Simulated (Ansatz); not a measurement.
# Ti6B7N13: the cost of one run

Method: DFT PBE, scalar-relativistic, plane waves, PAW, in Ansatz 0.2.0.

### 1 The structure to begin with

The cell holds 26 atoms (B7N13Ti6): a = 6.592 Å, b = 6.350 Å, c = 6.331 Å, α = 87.46°, β = 90.17°, γ = 88.10°.

It is the last frame of an earlier stage of the same melt, run at 2880 K.

As a file:

```
CELL_PARAMETERS angstrom
6.59094 0.10737 -0.01094
0.10737 6.34781 0.14056
-0.01094 0.14056 6.32907
ATOMIC_POSITIONS crystal
Ti 0.53427 0.95814 0.09549
Ti 0.27522 0.59493 0.31226
Ti 0.01916 0.08743 0.22385
Ti 0.82588 0.82200 0.51197
Ti 0.32879 0.82010 0.64661
Ti 0.85736 0.55089 0.89401
N 0.58269 0.63554 0.71371
N 0.65160 0.59771 0.12911
N 0.29162 0.62603 0.95595
N 0.00538 0.38768 0.18012
N 0.80175 0.49660 0.50622
N 0.31429 0.12894 0.23096
N 0.43130 0.33775 0.53900
N 0.95346 0.79469 0.78422
N 0.03783 0.96597 0.72706
N 0.63403 0.07967 0.84948
N 0.09080 0.77512 0.38501
N 0.12135 0.34547 0.76022
N 0.63182 0.01230 0.44512
B 0.49202 0.19205 0.35882
B 0.58262 0.14309 0.65796
B 0.84295 0.44837 0.30181
B 0.23428 0.50689 0.78788
B 0.57370 0.53482 0.51633
B 0.51259 0.60402 0.93654
B 0.05043 0.17138 0.83820
```

### 2 Langevin stage at 1600 K

One k point, a Fermi-Dirac width of 0.138 eV and a fixed cell.

Input file input.yaml:

```yaml
crystal:
  lattice:
    - [6.590944, 0.107365, -0.01094]
    - [0.107365, 6.347806, 0.140563]
    - [-0.01094, 0.140563, 6.32907]
  atoms:
    - { symbol: Ti, position: [0.5342714664, 0.9581369188, 0.0954892186] }
    - { symbol: Ti, position: [0.2752184649, 0.5949304972, 0.3122558335] }
    - { symbol: Ti, position: [0.0191634524, 0.0874344031, 0.2238533392] }
    - { symbol: Ti, position: [0.8258809499, 0.8220038951, 0.5119719557] }
    - { symbol: Ti, position: [0.3287903974, 0.8200962749, 0.6466076212] }
    - { symbol: Ti, position: [0.8573627876, 0.5508875215, 0.8940098397] }
    - { symbol: "N", position: [0.5826926269, 0.6355387536, 0.7137051551] }
    - { symbol: "N", position: [0.6515962819, 0.5977104077, 0.1291094576] }
    - { symbol: "N", position: [0.2916154191, 0.6260253115, 0.9559486658] }
    - { symbol: "N", position: [0.0053753048, 0.387675557, 0.1801222982] }
    - { symbol: "N", position: [0.8017527027, 0.4966031937, 0.50622374] }
    - { symbol: "N", position: [0.3142904448, 0.1289381209, 0.2309552691] }
    - { symbol: "N", position: [0.4313048229, 0.3377457637, 0.5389961064] }
    - { symbol: "N", position: [0.9534617079, 0.794686906, 0.7842173644] }
    - { symbol: "N", position: [0.0378320849, 0.9659721047, 0.7270629625] }
    - { symbol: "N", position: [0.6340273067, 0.0796743417, 0.8494777829] }
    - { symbol: "N", position: [0.0907979442, 0.7751169622, 0.3850092579] }
    - { symbol: "N", position: [0.1213521212, 0.3454721884, 0.7602181997] }
    - { symbol: "N", position: [0.6318209914, 0.0123004815, 0.4451214772] }
    - { symbol: B, position: [0.4920169052, 0.1920538675, 0.3588172615] }
    - { symbol: B, position: [0.5826169933, 0.1430907604, 0.657955314] }
    - { symbol: B, position: [0.8429457341, 0.4483653161, 0.3018120832] }
    - { symbol: B, position: [0.2342791907, 0.5068874214, 0.7878773808] }
    - { symbol: B, position: [0.5736965159, 0.5348216207, 0.5163269641] }
    - { symbol: B, position: [0.5125877698, 0.6040238964, 0.9365377529] }
    - { symbol: B, position: [0.0504336309, 0.1713770783, 0.8382043709] }
  symmetry: { detect: false }
basis:
  ecutwfc: 420
  xc_grid: 1
kpoints:
  mp_grid: { grid: [1, 1, 1], shift: [0.25, 0.25, 0.25] }
hamiltonian:
  xc: pbe
scf:
  occupations: { method: fermi_dirac, width: 0.1379 }
  lower_state_search: "off"
  convergence: { dr2_threshold: 1.0e-05 }
output:
  forces: true
  stress: true
md:
  timestep: 1.5
  n_steps: 147
  ensemble: nvt_langevin
  friction: 0.03
  temperature: 1600.0
  initial_velocities: maxwell_boltzmann
  seed: 49163
```

Started as:

```sh
> ansatz run input.yaml --threads 2 --pin off --max-ram 5120MiB --backend cpu --events-out ev --progress --plain --runs-dir out
```

What time and memory should one allow on 2 threads of Arm Neoverse V2, shared host?

About 3.8 min, with a peak of 0.47 GiB.
